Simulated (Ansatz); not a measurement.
**InH (singlet): PBE, r2SCAN, PBE0, B3LYP, wB97M-V, B2PLYP, RPA-PBE over vertical spin and charge gaps, def2-TZVPP**

Aim: run InH (singlet) with these functionals over vertical spin and charge gaps, and hold them against the top wave-function level at the same points.

Program: Ansatz 0.2.0, Gaussian basis. Level of theory: def2-TZVPP, all electrons in the functionals, frozen cores in the correlation of double hybrids and RPA. These are calculated values, not measurements.

To be run: PBE, r2SCAN, PBE0, B3LYP, wB97M-V, B2PLYP, RPA-PBE, at charge 0, singlet; charge 0, triplet; charge 1, doublet.

9 further runs of the same task are left out: 1 that didn't finish, 8 set aside as unsound or not needed.

## (1) The geometry

The geometry is a PBE0/def2-TZVP stationary point (not a proven minimum). No spin-orbit coupling is included. Elements past krypton take def2 core potentials.

2 atoms, charge 0, spin multiplicity 1.

Atoms are counted from 1 here; the program's logs count them from 0.

Bond lengths: In1–H2 1.850 Å.

No dispersion term is added; wB97M-V holds VV10 nonlocal correlation. B3LYP takes the VWN-RPA correlation.

The geometry shown and the zero of energy belong to the point charge 0, singlet. The yardstick, FCI, and other wave-function levels (R restricted, U unrestricted, valence and pair active spaces) come from earlier runs.

## (2) PBE, charge 0, singlet

in.yaml reads:

```yaml
crystal:
  periodic: [false, false, false]
  atoms:
    - {symbol: In, position_ang: [0.000000, 0.000000, 0.000000]}
    - {symbol: H, position_ang: [0.000000, 0.000000, 1.849800]}
basis:
  gaussian: {orbitals: def2-TZVPP}
hamiltonian: {xc: {name: PBE}}
output: {orbitals: {seedname: orbitals}}
```

Started as:

```bash
ansatz run in.yaml --threads 1 --pin off --events-out ev --progress --plain --max-ram 2393MiB
```

The runs that follow: PBE, charge 0, triplet; PBE, charge 1, doublet; r2SCAN, charge 0, singlet; r2SCAN, charge 0, triplet; r2SCAN, charge 1, doublet; PBE0, charge 0, singlet; PBE0, charge 0, triplet; PBE0, charge 1, doublet; B3LYP, charge 0, singlet; B3LYP, charge 0, triplet; B3LYP, charge 1, doublet; wB97M-V, charge 0, singlet; wB97M-V, charge 0, triplet; wB97M-V, charge 1, doublet; B2PLYP, charge 0, singlet; B2PLYP, charge 0, triplet; B2PLYP, charge 1, doublet; RPA-PBE, charge 0, singlet; RPA-PBE, charge 0, triplet; RPA-PBE, charge 1, doublet.

**Question.** What will the summary of the whole plan be? Wanted: singlet to triplet, FCI; ionisation to the doublet cation, FCI; largest miss, PBE; largest miss, r2SCAN; largest miss, PBE0; largest miss, B3LYP; largest miss, wB97M-V; largest miss, B2PLYP; largest miss, RPA-PBE.

The runs gave:

| quantity | value |
| --- | --- |
| singlet to triplet, FCI | 46.0 kcal/mol |
| ionisation to the doublet cation, FCI | 181.4 kcal/mol |
| largest miss, PBE | +1.9 kcal/mol (ionisation to the doublet cation) |
| largest miss, r2SCAN | -2.0 kcal/mol (singlet to triplet) |
| largest miss, PBE0 | +1.3 kcal/mol (ionisation to the doublet cation) |
| largest miss, B3LYP | +4.9 kcal/mol (ionisation to the doublet cation) |
| largest miss, wB97M-V | +4.0 kcal/mol (ionisation to the doublet cation) |
| largest miss, B2PLYP | +2.3 kcal/mol (singlet to triplet) |
| largest miss, RPA-PBE | +6.3 kcal/mol (ionisation to the doublet cation) |
| largest miss, RCCSD(T) | -0.2 kcal/mol (ionisation to the doublet cation) |
| largest miss, UCCSD(T) | -0.7 kcal/mol (singlet to triplet) |

What this shows: Of the functionals, PBE0 keep the smallest largest miss at the points compared (at most 1.3 kcal/mol) and RPA-PBE strays most (6.3 kcal/mol, at ionisation to the doublet cation). Functionals and the yardstick converge differently with the basis, so part of each miss in def2-TZVPP is the basis.
